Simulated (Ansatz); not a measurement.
# GeH2+ (doublet): the correlation ladder at scale of all distances = 2.374, aug-cc-pVDZ

One table from this session's results is given with a row withheld; the runs are named, their logs left out.

Program: Ansatz 0.2.0, Gaussian basis. Level of theory: aug-cc-pVDZ, core rule «outside noble gas», up to 14 orbitals frozen. These are calculated values, not measurements.

Plan: UHF; CCSD(T) on UHF; BCCD(T) on ROHF; CISD; CASSCF and MRCISD+Q, 3 electrons in 3 orbitals; CASSCF and NEVPT2, 3 electrons in 3 orbitals; CASSCF and MRCISD+Q, 5 electrons in 6 orbitals; CASSCF and NEVPT2, 5 electrons in 6 orbitals; Full CI.

20 further runs of the same task are left out: 17 that didn't finish, 3 set aside as unsound or not needed.

## What is computed

The geometry derives from a PBE0/def2-TZVP stationary point (not a proven minimum). All distances are scaled together. No spin-orbit coupling is included. The filled d shell of Ge may be among the frozen orbitals whatever the setting's name suggests; the logs give the count.

3 atoms, charge 1, spin multiplicity 2.

Atoms are counted from 1 here; the program's logs count them from 0.

No contacts short enough for the rule that draws bonds.

Coordinates:

```xyz
3

Ge    0.0000   -0.0490    0.0000
H     0.0000    1.7673   -3.2046
H     0.0000    1.7673    3.2046
```

The first run:

in.yaml

```yaml
crystal:
  periodic: [false, false, false]
  atoms:
    - {symbol: Ge, position_ang: [0.000000, -0.049047, 0.000000]}
    - {symbol: H, position_ang: [0.000000, 1.767348, -3.204572]}
    - {symbol: H, position_ang: [0.000000, 1.767348, 3.204572]}
basis:
  gaussian: {orbitals: aug-cc-pVDZ}
total_charge: 1
magnetization: {spin_polarized: true, initial_magnetization: 1}
hamiltonian: {xc: hf}
output: {orbitals: {seedname: orbitals}}
```

On the command line:

```bash
ansatz run in.yaml --threads 1 --pin off --events-out ev --progress --plain --max-ram 2393MiB
```

Steps of the session up to this table: UHF; CCSD(T) on UHF; BCCD(T) on ROHF; CISD; CASSCF and MRCISD+Q, 3 electrons in 3 orbitals; CASSCF and NEVPT2, 3 electrons in 3 orbitals; CASSCF and MRCISD+Q, 5 electrons in 6 orbitals; CASSCF and NEVPT2, 5 electrons in 6 orbitals; Full CI.

One of the session's tables, all rows but one given; the rest of the session is left out.

| method | from FCI (meV) |
| --- | --- |
| UHF | +1368.2 |
| UMP2 | +494.3 |
| UCCSD | +65.3 |
| UCCSD(T) | +50.0 |
| BCCD(T) | +54.2 |
| CASSCF pair | +1433.0 |
| NEVPT2 pair | +443.0 |
| MRCISD pair | +37.7 |
| MRCISD+Q pair | -38.0 |
| CASSCF valence | +756.6 |
| NEVPT2 valence | +209.0 |
| MRCISD valence | +18.8 |
| MRCISD+Q valence | ? |
| FCI | 0 |

**Question.** Estimate the row for MRCISD+Q valence.

**Answer.** from FCI (meV): -0.6. In the column «from FCI (meV)» it lies between MRCISD+Q pair (-38.0) and FCI (0).

Not comparable, so not listed: CISD (they don't share determinant, frozen orbitals or solution with the rows shown, or repeat one).

Limits of these values: The determinant is far from a pure spin state, so its energy mixes those of several spin states (harmless only where they are near-degenerate, as at dissociation). The report flags that the cluster equations may have other roots. The program flags BCCD(T) as in doubt, so those rows may rest on another solution; read them beside their warnings. MRCISD+Q pair falls below full CI: the +Q correction isn't variational, and the cores differ from full CI's. Levels on UHF freeze UHF's core orbitals, full CI those of ROHF, so the U rows can settle a little off it for that reason alone.
